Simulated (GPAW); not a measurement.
**BiTe in GPAW: convergence with plane-wave cutoff (eV)**

Input of the first run (plane-wave cutoff (eV) 200); the others differ in this setting and in those tied to it:

Contents of run.py:

```python
from ase.dft.bandgap import bandgap
from ase.io import read, write
from ase.units import GPa
from gpaw import GPAW, PW

atoms = read('BiTe.xyz')

calc = GPAW(mode=PW(200),
            xc='MGGA_X_R2SCAN+MGGA_C_R2SCAN',
            kpts={'size': (5, 5, 5), 'gamma': True},
            occupations={'name': 'fermi-dirac', 'width': 0.05},
            nbands=20,
            convergence={'density': 1e-05, 'energy': 1e-05},
            maxiter=100,
            txt='gpaw.txt')
atoms.calc = calc
energy = atoms.get_potential_energy()
forces = atoms.get_forces()
stress = atoms.get_stress()
calc.write('gs.gpw')
write('result.traj', atoms)
print(f'Energy: {energy:.6f} eV')
print('Forces (eV/A):')
print(forces.round(4))
print('Stress (GPa):', (stress / GPa).round(3))
print('Fermi level:', round(calc.get_fermi_level(), 4), 'eV')
print(f'Gap: {bandgap(calc)[0]:.4f} eV, direct: {bandgap(calc, direct=True)[0]:.4f} eV')
```

The input BiTe.xyz:

```xyz
2
Lattice="2.4227077728 1.3987509848 3.3172919545 -2.4227077728 1.3987509848 3.3172919545 0.0000000000 -2.7975019696 3.3172919545" Properties=species:S:1:pos:R:3 pbc="T T T"
Bi     0.0000000000      0.0000000000      4.9759379318
Te     0.0000000000      0.0000000000      0.0000000000
```

Potentials or basis: GPAW PAW data sets (gpaw-data 1.2.1), pw.

Launch:

```bash
$ OMP_NUM_THREADS=1 python run.py
```

The cell comes from a database or a generator and needn't be the stable form of this composition.

Hardware: 1 thread of Arm Neoverse V2, on a shared host.

| plane-wave cutoff (eV) | energy less the tightest run, at zero smearing (meV/atom) | pressure (GPa) | SCF cycles | CPU time (s) | peak memory (GiB) |
| --- | --- | --- | --- | --- | --- |
| 200 | 937.87 | -2.46 | 11 | 9.8 | 0.28 |
| 250 | 671.92 | -6.94 | 11 | 9.9 | 0.28 |
| 300 | 319.96 | -6.51 | 11 | 18 | 0.29 |
| 350 | 114.49 | -3.91 | 11 | 16 | 0.29 |
| 400 | 33.48 | -2.10 | 11 | 28 | 0.3 |
| 500 | 3.26 | -1.10 | 11 | 35 | 0.31 |
| 600 | 1.08 | -1.03 | 11 | 34 | 0.32 |
| 800 | 0.12 | -1.02 | 11 | 71 | 0.36 |
| 1000 | 0.00 | -1.02 | 11 | 63 | 0.39 |

Against the tightest run, the energy stays within 1 meV/atom from 800 on; the pressure stays within 0.1 GPa from 500 on. The tightest run that finished is the yardstick and may itself not be fully converged.

Caveat, for the tightest run too: the PAW data sets were made with another functional, which shifts forces and pressure a little; spin-orbit coupling is left out, which moves the levels of the heavy elements.
